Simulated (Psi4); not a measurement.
# InF (SMILES [F][In]), run twice

Wanted: the energy in a field of InF, MP2/def2-TZVP (core potential, dipole perturbation λ (added as +λ·μ, a field of −λ) (0, 0, 0.01) a.u.).

The calculation is run with Psi4 1.11.

4 further runs of the same task are left out: 2 that didn't finish, 2 set aside as unsound or not needed.

### Step 1. The molecule

InF: 2 atoms, total charge 0, spin state singlet. As SMILES, `[F][In]`. Geometry: a GFN2-xTB relaxation, a rough one for these elements and not checked as a minimum.

Bond lengths: F1–In2 2.025 Å.

### Step 2. First attempt

File job.in:

```
memory 1600 MB

molecule {
  0 1
  F      0.000000     0.000000     0.000000
  In     0.000000     0.000000     2.025490
  symmetry c1
  no_reorient
  no_com
}

set basis def2-TZVP
set reference rhf
set scf_type direct
set num_frozen_docc 5
set mp2_type conv
set perturb_h true
set perturb_with dipole
set perturb_dipole [0.0, 0.0, 0.01]
set maxiter 4
set fail_on_maxiter false

e_tot, wfn = energy('mp2', return_wfn=True)
```

Run with:

```
$ psi4 -i job.in -o job.out -n 1
```

job.out:

```text
Psi4 1.11 release

   => Loading Basis Set <=

    Name: DEF2-TZVP
    Role: ORBITAL
    Keyword: BASIS

    !!!  WARNING: ECP capability is in beta. Please check occupations closely.  !!!

         ---------------------------------------------------------
                                   SCF
                              RHF Reference
                        1 Threads,   1525 MiB Core
         ---------------------------------------------------------

  ==> Geometry <==

    Molecular point group: c1
    Full point group: C_inf_v

    Geometry (in Angstrom), charge = 0, multiplicity = 1:

[... 98 lines left out ...]
                           Total Energy        Delta E     RMS |[F,P]|
[... 1 line left out ...]
   @DF-RHF iter SAD:  -287.21022907672955   -2.87210e+02   0.00000e+00
   @DF-RHF iter   1:  -288.63113388319977   -1.42090e+00   6.82438e-03 DIIS/ADIIS
   @DF-RHF iter   2:  -288.69141944016150   -6.02856e-02   5.38823e-03 DIIS/ADIIS
   @DF-RHF iter   3:  -288.74255784847577   -5.11384e-02   4.99200e-04 DIIS/ADIIS
   @DF-RHF iter   4:  -288.74324473877834   -6.86890e-04   1.65802e-04 DIIS/ADIIS
[... 1 line left out ...]
PsiException: Could not converge SCF iterations in 4 iterations.

PsiException: Could not converge SCF DF preiterations in 4 iterations.

psi4.driver.p4util.exceptions.SCFConvergenceError: Could not converge SCF DF preiterations in 4 iterations.

Printing out the relevant lines from the Psithon --> Python processed input file:
    core.set_global_option("PERTURB_H", "true")
    core.set_global_option("PERTURB_WITH", "dipole")
    core.set_global_option("PERTURB_DIPOLE", [0.0, 0.0, 0.01])
    core.set_global_option("MAXITER", 4)
    core.set_global_option("FAIL_ON_MAXITER", "false")
--> e_tot, wfn = energy('mp2', return_wfn=True)

!-----------------------------------------------------------!
!                                                           !
!  Could not converge SCF DF preiterations in 4 iterations. !
!                                                           !
!-----------------------------------------------------------!

    Psi4 run time: 0:00:02.32
```

Wall time 5.1 s (1 thread of AMD EPYC, shared host); peak memory 0.2 GiB.

### Step 3. Reading the log

The run stopped without converging.

The log says `Could not converge SCF DF preiterations in 4 iterations.`. The cause is that the iteration cap is too low for convergence. The sound input differs in these keys, not all of which need be the cause: iteration cap at its default in place of 4; fail on maxiter at its default in place of no.

### Step 4. Second attempt

File fin.dat:

```
memory 1600 mb

molecule {
  F      0.000000     0.000000     0.000000
  In     0.000000     0.000000     2.025490
  symmetry c1
  no_reorient
  no_com
}

set {
  basis           def2-TZVP
  reference       rhf
  scf_type        direct
  num_frozen_docc 5
  mp2_type        conv
  perturb_h       true
  perturb_with    dipole
  perturb_dipole  [0.0, 0.0, 0.01]
}

e, wfn = energy('mp2', return_wfn=True)
```

Run with:

```
$ psi4 -n 1 fin.dat fin.out
```

fin.out:

```text
[...]
    !!!  WARNING: ECP capability is in beta. Please check occupations closely.  !!!
[...]
  Running in c1 symmetry.
[...]
  Nuclear repulsion =   50.181725244952673
[...]
  Multiplicity = 1
[...]
  Nalpha       = 15
  Nbeta        = 15
[...]
    Number of basis functions: 81
[...]
   @DF-RHF iter   1:  -288.63113388319977   -1.42090e+00   6.82438e-03 ADIIS/DIIS
[...]
   @RHF iter  17:  -288.74345413468654   -2.84217e-12   5.24600e-09 DIIS
[...]
    Orbital Energies [Eh]
    ---------------------
    Doubly Occupied:
       1A    -26.194580     2A     -5.426239     3A     -3.683021
       4A     -3.683021     5A     -3.674130     6A     -1.460557
       7A     -1.070704     8A     -1.070704     9A     -1.062175
      10A     -1.062175    11A     -1.058637    12A     -0.588678
      13A     -0.548989    14A     -0.548989    15A     -0.394725
[...]
  @RHF Final Energy:  -288.74345413468654
   => Energetics <=
    Nuclear Repulsion Energy =             50.1817252449526734
    One-Electron Energy =                -574.7957131048347037
    Two-Electron Energy =                 235.8705337251955143
    Total Energy =                       -288.7434541346865444
[...]
 Multipole Moments:
 ------------------------------------------------------------------------------------
     Multipole            Electronic (a.u.)      Nuclear  (a.u.)        Total (a.u.)
 ------------------------------------------------------------------------------------
 L = 1.  Multiply by 2.5417464519 to convert [e a0] to [Debye]
 Dipole X            :         -0.0000000            0.0000000           -0.0000000
 Dipole Y            :          0.0000000            0.0000000            0.0000000
 Dipole Z            :        -79.4018315           80.3800488            0.9782172
 Magnitude           :                                                    0.9782172
[...]
	SCS-MP2 Total Energy (a.u.)        :  -289.23231546012369
	SOS-MP2 Total Energy (a.u.)        :  -289.17898147468895
	SCSN-MP2 Total Energy (a.u.)       :  -289.02505757778204
[...]
	SOS-PI-MP2 Total Energy (a.u.)     :  -289.25156936468937
[...]
	MP2 Total Energy (a.u.)            :  -289.26639554099279
[...]
```

Wall time 11 s (1 thread of AMD EPYC, shared host); peak memory 0.37 GiB.

### Step 5. Results

Level: MP2/def2-TZVP (core potential, dipole perturbation λ (added as +λ·μ, a field of −λ) (0, 0, 0.01) a.u.).

| quantity | value |
| --- | --- |
| total energy | -289.26640 Eh |
| HOMO–LUMO gap (Hartree–Fock orbitals) | 10.14 eV |
| correlation energy (5 core orbitals frozen) | -522.9 mEh |
